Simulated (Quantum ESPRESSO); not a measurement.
**KTaO3: band structure with PBEsol**

The system is KTaO3.

```
Ta K O
1.0
     3.98830    0.00000    0.00000
     0.00000    3.98830    0.00000
     0.00000    0.00000    3.98830
Ta K O
1 1 3
Direct
  0.00000 0.00000 0.00000
  0.50000 0.50000 0.50000
  0.00000 0.00000 0.50000
  0.00000 0.50000 0.00000
  0.50000 0.00000 0.00000
```

```yaml
Program: Quantum ESPRESSO 7.5
Task: band structure
Functional: PBEsol
Potentials_or_basis: GBRV 1.5 PBEsol
Cutoff: 762 eV
Density_cutoff: 6095 eV
k_mesh: 7 × 7 × 7
Occupations: fermi-dirac, width 0.05 eV
Spin: no spin polarisation
Mixing_beta: 0.5
Most_SCF_iterations: 120
SCF_threshold: 1e-09 Ry
```

```yaml
Pressure: -0.1 GPa
Band_gap_on_the_k_mesh: 2.19 eV, indirect (least direct gap 2.76 eV)
Band_gap_along_the_path: 2.13 eV, indirect (least direct gap 2.76 eV)
```

Levels at the corners of the path, in eV from the valence-band top:
```tsv
point	band 17	band 18	band 19	band 20	band 21	band 22	band 23	band 24
Γ	-1.08	-0.63	-0.63	-0.63	2.13	2.13	2.13	6.47
X	-2.18	-1.55	-0.86	-0.86	2.29	5.02	5.02	6.85
M	-1.66	-1.45	-1.45	-0.04	5.06	5.06	6.35	7.69
Γ	-1.08	-0.63	-0.63	-0.63	2.13	2.13	2.13	6.47
R	-3.94	0.00	0.00	0.00	6.49	6.49	6.49	8.80
X	-2.18	-1.55	-0.86	-0.86	2.29	5.02	5.02	6.85
M	-1.66	-1.45	-1.45	-0.04	5.06	5.06	6.35	7.69
R	-3.94	0.00	0.00	0.00	6.49	6.49	6.49	8.80
```

Wall time 2 min on 2 MPI ranks on Intel(R) Xeon(R) Platinum 8259CL CPU @ 2.50GHz (Skylake/Cascade Lake), on a shared host, peak memory 0.6 GiB a rank.

Caveat: some levels on the path didn't converge; spin-orbit coupling is left out, which moves the levels of the heavy elements. As with any semilocal functional, this PBEsol gap is likely too small.
